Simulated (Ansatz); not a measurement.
# CsBN2: the cost of one run

Method: DFT PBE, scalar-relativistic, plane waves, PAW, in Ansatz 0.2.0.

2 further runs of the same task are left out: 1 that didn't finish, 1 set aside as unsound or not needed.

**1. The structure to begin with**

The structure is tetragonal, space group P4/mmm (No. 123). The conventional cell has a = 3.227 Å, b = 3.227 Å, c = 6.337 Å, α = 90.00°, β = 90.00°, γ = 90.00°. Cs (site symmetry 4/mmm) has 4 Cs at 3.23 Å and 8 N at 3.56 Å as nearest neighbours. Around B (site symmetry 4/mmm) lie 4 N at 1.61 Å. N (site symmetry mmm) has 2 B at 1.61 Å as nearest neighbours.

Structure file:

```xyz
4
Lattice="3.2268 0.0000 0.0000 0.0000 3.2268 0.0000 0.0000 0.0000 6.3365" Properties=species:S:1:pos:R:3 pbc="T T T"
Cs    1.6134    1.6134    3.1683
B     0.0000    0.0000    0.0000
N     1.6134    0.0000    0.0000
N     0.0000    1.6134    0.0000
```

The cell is invented: perovskite family, infinite layers (P4/mmm, No. 123). Its size is a rough estimate.

**2. Probe: one point on a coarse mesh**

input.yaml

```yaml
crystal:
  lattice:
    - [3.22684424, 0.0, 0.0]
    - [0.0, 3.22684424, 0.0]
    - [0.0, 0.0, 6.33650066]
  atoms:
    - { symbol: Cs, position: [0.5, 0.5, 0.5] }
    - { symbol: B, position: [0.0, 0.0, 0.0] }
    - { symbol: "N", position: [0.5, 0.0, 0.0] }
    - { symbol: "N", position: [0.0, 0.5, 0.0] }
basis:
  ecutwfc: 420
kpoints:
  mp_grid: { grid: [6, 6, 4] }
hamiltonian:
  xc: pbe
scf:
  occupations: { method: gaussian, width: 0.1 }
  lower_state_search: "off"
output:
  forces: true
  stress: true
  eigenvalues: true
```

The run is started by

```console
$ ansatz run input.yaml --threads 1 --pin off --max-ram 2048MiB --backend cpu --events-out ev --progress --plain --runs-dir out
```

Q: Estimate wall time and peak memory on 1 thread of Intel Xeon Platinum 8259CL at 2.50GHz (Skylake/Cascade Lake), shared host.

About 2.5 s, with a peak of 0.4 GiB.
